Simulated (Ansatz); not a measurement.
# KC: relaxed, then solved by several methods

Aim: solve KC, at a cell relaxed by PAW, with all-electron methods. Methods of the runs shown: LAPW and PAW.

Program: Ansatz 0.2.0. Level of theory: DFT PBE, with the methods named in each step. These are calculated values, not measurements.

1 further run of the same task is left out (set aside as unsound or not needed).

## 1. The structure to begin with

Symmetry: Pm-3m, No. 221, cubic system. The conventional cell has a = 3.453 Å, b = 3.453 Å, c = 3.453 Å, α = 90.00°, β = 90.00°, γ = 90.00°. K (site symmetry m-3m) is surrounded by 8 C at 2.99 Å. C (site symmetry m-3m) has 8 K at 2.99 Å as nearest neighbours.

Structure file:

```
CELL_PARAMETERS angstrom
2.36041 -2.44034 0.62290
2.36041 2.44034 0.62290
-0.88232 0.00000 3.34175
ATOMIC_POSITIONS crystal
K 0.00000 0.00000 0.00000
C 0.50000 0.50000 0.50000
```

Atoms are numbered in the order of the input: K1, C2.

## 2. The relaxed cell, LAPW

input.yaml reads:

```yaml
crystal:
  lattice:
    - [2.3604067312, -2.4403358599, 0.6229003289]
    - [2.3604067312, 2.4403358599, 0.6229003289]
    - [-0.8823201908, 0.0, 3.3417458254]
  atoms:
    - { symbol: K, position: [0.0, 0.0, 0.0] }
    - { symbol: C, position: [0.5, 0.5, 0.5] }
kpoints:
  mp_grid: { grid: [11, 11, 11] }
  band_path:
    path:
      - [0.0, 0.0, 0.0]
      - [-0.4998202225, 0.4998202225, 0.0]
      - [-0.5001797775, -0.4998202225, 0.0]
      - [-0.5, -0.5, 0.0]
      - [0.0, 0.0, 0.0]
      - [-0.5, -0.5, 0.5]
      - [-0.5002241104, -0.4997758896, 0.5]
      - [-0.4997758896, 0.4997758896, 0.5]
      - [0.0, 0.0, 0.5]
    npoints: 14
scf:
  occupations: { method: fermi_dirac, width: 0.05 }
hamiltonian:
  xc: pbe
  pseudopotentials: { kind: all_electron, lapw: { basis_error: 0.0005 } }
output:
  forces: true
  stress: true
  eigenvalues: true
  populations: true
```

Started as:

```bash
$ ansatz run input.yaml --threads 1 --pin off --max-ram 2048MiB --backend cpu --events-out ev --progress --plain --runs-dir out
```

## 3. The relaxed cell, PAW

input.yaml reads:

```yaml
crystal:
  lattice:
    - [2.3604067312, -2.4403358599, 0.6229003289]
    - [2.3604067312, 2.4403358599, 0.6229003289]
    - [-0.8823201908, 0.0, 3.3417458254]
  atoms:
    - { symbol: K, position: [0.0, 0.0, 0.0] }
    - { symbol: C, position: [0.5, 0.5, 0.5] }
kpoints:
  mp_grid: { grid: [11, 11, 11] }
scf:
  occupations: { method: fermi_dirac, width: 0.05 }
hamiltonian:
  xc: pbe
  pseudopotentials: { kind: paw }
output:
  forces: true
  stress: true
  eigenvalues: true
  efg: { contact_densities: true }
  populations: true
```

(Steps that only read results are left out.)

What does the calculation give? Wanted: gap.

**Answer**, as computed:

```
  quantity  value
gap (LAPW)   none
```

**Reading.** With 21 electrons in the bands of a cell, and no spin, a band must be partly filled: it is a metal at this level. PAW lies less than 0.01 GPa from LAPW in pressure.
